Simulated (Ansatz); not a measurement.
# W8C8Cl: the cost of one run

All numbers below are computed with Ansatz 0.2.0 (DFT PBEsol, plane waves, PAW, scalar-relativistic, no spin polarisation).

## 1. The starting structure

The cell holds 17 atoms (C8ClW8): a = 5.804 Å, b = 5.662 Å, c = 16.189 Å, α = 90.00°, β = 90.00°, γ = 90.00°.

Coordinates:

```xyz
17
Lattice="5.8040 0.0000 0.0000 0.0000 5.6620 0.0000 0.0000 0.0000 16.1887" Properties=species:S:1:pos:R:3 pbc="T T T"
W     0.0000    0.0000    1.0000
C     0.0000    1.4155    2.6755
W     1.4510    0.0000    3.5132
C     1.4510    1.4155    5.1887
W     0.0000    2.8310    1.0000
C     0.0000    4.2465    2.6755
W     1.4510    2.8310    3.5132
C     1.4510    4.2465    5.1887
W     2.9020    0.0000    1.0000
C     2.9020    1.4155    2.6755
W     4.3530    0.0000    3.5132
C     4.3530    1.4155    5.1887
W     2.9020    2.8310    1.0000
C     2.9020    4.2465    2.6755
W     4.3530    2.8310    3.5132
C     4.3530    4.2465    5.1887
Cl    2.9337    0.1199    5.8087
```

## 2. End point A

The input, input.yaml:

```yaml
crystal:
  lattice:
    - [5.804, 0.0, 0.0]
    - [0.0, 5.662, 0.0]
    - [0.0, 0.0, 16.188676]
  atoms:
    - { symbol: W, position: [0.0, 0.0, 0.0617716] }
    - { symbol: C, position: [0.0, 0.25, 0.165268] }
    - { symbol: W, position: [0.25, 0.0, 0.2170162] }
    - { symbol: C, position: [0.25, 0.25, 0.3205127] }
    - { symbol: W, position: [0.0, 0.5, 0.0617716] }
    - { symbol: C, position: [0.0, 0.75, 0.165268] }
    - { symbol: W, position: [0.25, 0.5, 0.2170162] }
    - { symbol: C, position: [0.25, 0.75, 0.3205127] }
    - { symbol: W, position: [0.5, 0.0, 0.0617716] }
    - { symbol: C, position: [0.5, 0.25, 0.165268] }
    - { symbol: W, position: [0.75, 0.0, 0.2170162] }
    - { symbol: C, position: [0.75, 0.25, 0.3205127] }
    - { symbol: W, position: [0.5, 0.5, 0.0617716] }
    - { symbol: C, position: [0.5, 0.75, 0.165268] }
    - { symbol: W, position: [0.75, 0.5, 0.2170162] }
    - { symbol: C, position: [0.75, 0.75, 0.3205127] }
    - { symbol: Cl, position: [0.5054646, 0.0211812, 0.3588111] }
basis:
  ecutwfc: 420.0
kpoints:
  mp_grid: { grid: [4, 4, 1] }
hamiltonian:
  xc: pbesol
  pseudopotentials: { kind: paw, azcp: { folder: soft_1 } }
scf:
  occupations: { method: gaussian, width: 0.1 }
  lower_state_search: "off"
relax:
  f_tol: 0.03
  max_steps: 60
  adjacent_minimum: "off"
  constraints: [{ sites: [0, 4, 8, 12] }]
```

Command:

```sh
$ ansatz run input.yaml --threads 4 --pin off --max-ram 10240MiB --backend cpu --events-out ev --progress --plain --runs-dir out
```

**Question.** How long does this run take on 4 threads of Arm Neoverse V2, shared host, and how much memory does it need?

About 2.8 min, with a peak of 1.4 GiB.
